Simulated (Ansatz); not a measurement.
**GeH2 (triplet): the correlation ladder at distance Ge1–H2 = 1.706 Å, cc-pVDZ**

Aim: climb from Hartree-Fock through coupled cluster and multireference methods for GeH2 (triplet) at one geometry and basis, and see what each rung misses.

Method: cc-pVDZ, core rule «outside noble gas», up to 14 orbitals frozen; program: Ansatz 0.2.0, Gaussian basis.

Plan: UHF; CCSD(T) on ROHF; CCSD(T) on UHF; BCCD(T) on ROHF; CISD; CCSDT(Q) on ROHF; CCSDT(Q) on UHF; CASSCF and MRCISD+Q, 4 electrons in 4 orbitals; CASSCF and NEVPT2, 4 electrons in 4 orbitals; CASSCF and MRCISD+Q, 6 electrons in 6 orbitals; CASSCF and NEVPT4(SD), 6 electrons in 6 orbitals; CASSCF and NEVPT2, 6 electrons in 6 orbitals; Full CI.

21 further runs of the same task are left out: 17 that didn't finish, 4 set aside as unsound or not needed.

### Step 1. The geometry

The geometry derives from a PBE0/def2-TZVP stationary point (not a proven minimum). One bond is set to the value named and the two fragments are kept rigid. No spin-orbit coupling is included. The filled d shell of Ge may be among the frozen orbitals whatever the setting's name suggests; the logs give the count.

3 atoms, charge 0, spin multiplicity 3.

Atoms are counted from 1 here; the program's logs count them from 0.

Bond lengths: Ge1–H2 1.706 Å, Ge1–H3 1.541 Å. Angles: H2–Ge1–H3 120.0°.

### Step 2. UHF

in.yaml

```yaml
crystal:
  periodic: [false, false, false]
  atoms:
    - {symbol: Ge, position_ang: [0.000000, -0.021903, 0.001935]}
    - {symbol: H, position_ang: [0.000000, 0.830600, -1.475791]}
    - {symbol: H, position_ang: [0.000000, 0.747916, 1.336336]}
basis:
  gaussian: {orbitals: cc-pVDZ}
magnetization: {spin_polarized: true, initial_magnetization: 2}
hamiltonian: {xc: hf}
output: {orbitals: {seedname: orbitals}}
```

On the command line:

```bash
ansatz run in.yaml --threads 1 --pin off --events-out ev --progress --plain --max-ram 2393MiB
```

The runs that follow: CCSD(T) on ROHF; CCSD(T) on UHF; BCCD(T) on ROHF; CISD; CCSDT(Q) on ROHF; CCSDT(Q) on UHF; CASSCF and MRCISD+Q, 4 electrons in 4 orbitals; CASSCF and NEVPT2, 4 electrons in 4 orbitals; CASSCF and MRCISD+Q, 6 electrons in 6 orbitals; CASSCF and NEVPT4(SD), 6 electrons in 6 orbitals; CASSCF and NEVPT2, 6 electrons in 6 orbitals; Full CI.

Q: Predict the results of all the runs planned. Wanted: FCI below the RHF energy; RMP2 from FCI; UMP2 from FCI; RCCSD from FCI; RCCSD(T) from FCI; UCCSD(T) from FCI; RCCSDT(Q) from FCI; UCCSDT(Q) from FCI; NEVPT2 pair from FCI.

As calculated:

| quantity | value |
| --- | --- |
| FCI below the RHF energy | -2.6253 eV |
| RMP2 from FCI | +64.4 kJ/mol |
| UMP2 from FCI | +63.4 kJ/mol |
| RCCSD from FCI | +6.9 kJ/mol |
| RCCSD(T) from FCI | +1.8 kJ/mol |
| UCCSD(T) from FCI | +0.8 kJ/mol |
| RCCSDT(Q) from FCI | 0.0 kJ/mol |
| UCCSDT(Q) from FCI | -1.0 kJ/mol |
| NEVPT2 pair from FCI | +57.1 kJ/mol |
| MRCISD+Q pair from FCI | -1.1 kJ/mol |
| NEVPT2 valence from FCI | +46.7 kJ/mol |
| levels within 1 kcal/mol (43 meV) | RCCSD(T), UCCSD(T), BCCD(T), RCCSDT, UCCSDT, RCCSDT(Q), UCCSDT(Q), MRCISD+Q pair, MRCISD+Q valence |
| T1 diagnostic | 0.019 |
| effectively unpaired electrons | 2.03 |

**Reading.** RCCSD(T) misses by +1.8 kJ/mol, 0.7 % of the correlation energy. UCCSDT, UCCSDT(Q), MRCISD+Q pair fall below full CI: unrestricted runs freeze a spin-polarised core, another one than full CI's, and coupled cluster isn't variational. One determinant dominates. Of the multireference levels listed MRCISD+Q valence comes nearest in total energy (+0.2 kJ/mol), which doesn't show that its space is the better one. These misses are within one basis, not against nature; the frozen cores of restricted and unrestricted runs differ, which can shift their rows.
